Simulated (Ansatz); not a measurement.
**CH₅AlBrGa: geometry and vibrations**

What shape does CH₅AlBrGa take? The plan is to relax it, check the end point by its vibrations and derive ideal-gas thermochemistry, and look at its orbitals and charge.

Method: RKS PBE0-D4/def2-TZVP; program: Ansatz 0.2.0, Gaussian basis.

The runs, in order: relaxation at PBE0-D4/def2-TZVP; harmonic vibrations at the same level; a single point in def2-TZVPP for the fields.

## Step 1: The starting structure

9 atoms, charge 0, spin multiplicity 1.

Atoms are counted from 1 here; the program's logs count them from 0.

Bond lengths: C1–Al2 1.981 Å, C1–H5 1.098 Å, C1–H6 1.097 Å, C1–H7 1.099 Å, Al2–Ga3 2.501 Å, Al2–Br4 2.284 Å, Ga3–H8 1.641 Å, Ga3–H9 1.630 Å. Angles: Al2–C1–H5 112.0°, Al2–C1–H6 113.4°, Al2–C1–H7 111.4°, H5–C1–H6 106.9°, H5–C1–H7 105.8°, H6–C1–H7 106.9°, C1–Al2–Ga3 140.8°, C1–Al2–Br4 121.7°, Ga3–Al2–Br4 97.6°, Al2–Ga3–H8 112.5°, Al2–Ga3–H9 138.9°, H8–Ga3–H9 108.6°.

As a file:

```xyz
9

C    -0.4033    1.7289   -0.8597
Al   -0.1172   -0.1632   -0.3481
Ga    0.6450   -1.5529    1.5868
Br   -0.5497   -1.8747   -1.7967
H    -1.4517    1.9307   -1.1170
H    -0.1265    2.4403   -0.0720
H     0.1798    1.9958   -1.7516
H     0.8768   -3.1257    1.1788
H     0.9468   -1.3793    3.1797
```

The start is a GFN2-xTB geometry.

## Step 2: Geometry optimisation, PBE0-D4/def2-TZVP

in.yaml

```yaml
crystal:
  periodic: [false, false, false]
  atoms:
    - {symbol: C, position_ang: [-0.403260, 1.728860, -0.859650]}
    - {symbol: Al, position_ang: [-0.117200, -0.163190, -0.348140]}
    - {symbol: Ga, position_ang: [0.644960, -1.552850, 1.586800]}
    - {symbol: Br, position_ang: [-0.549740, -1.874690, -1.796730]}
    - {symbol: H, position_ang: [-1.451680, 1.930750, -1.117040]}
    - {symbol: H, position_ang: [-0.126520, 2.440260, -0.072000]}
    - {symbol: H, position_ang: [0.179830, 1.995840, -1.751650]}
    - {symbol: H, position_ang: [0.876790, -3.125690, 1.178770]}
    - {symbol: H, position_ang: [0.946820, -1.379290, 3.179650]}
basis:
  gaussian: {orbitals: def2-TZVP}
hamiltonian: {xc: pbe0, dispersion: d4}
relax: {f_tol: 0.005, max_steps: 150}
```

Started as:

```console
> ansatz run in.yaml --threads 2 --pin off --events-out ev --progress --plain --max-ram 22528MiB --backend cuda --devices 0, --max-vram 18GiB
```

Further steps of the session: Force constants and modes; Fields at the relaxed geometry.

Q: Predict the results of all the runs planned. Wanted: point group; shift from the start; total energy; dispersion term; dipole moment; lowest, highest wavenumber; zero-point energy; HOMO, LUMO.

The runs gave:

| quantity | value |
| --- | --- |
| point group | Cs |
| steps | 33 |
| shift from the start (rms) | 0.758 Å |
| total energy | -130122.8420 eV |
| dispersion term | -172 meV |
| dipole moment | 2.04 D |
| lowest, highest wavenumber | 42, 3133 cm⁻¹ |
| zero-point energy | 31.4 kcal/mol |
| entropy at 298.15 K | 402.3 J/(mol K) |
| HOMO, LUMO | -6.99, -2.21 eV |

In words: The atoms moved 0.76 Å (rms) from the start; the bond that changed most is Ga3–H8, from 1.641 to 1.578 Å. All wavenumbers are real, so the end point is a minimum. The stiffest mode, 3133 cm⁻¹, is a C–H stretch, and 5 modes under 200 cm⁻¹ make the vibrational entropy uncertain. Harmonic hybrid wavenumbers usually lie a few per cent above measured fundamentals. The largest Mulliken charge, -0.58 e, sits on C1. The HOMO lies mostly on Ga3 25 %; Al2 24 % and the LUMO on Ga3 55 %; H8, H9 about 13 % each.
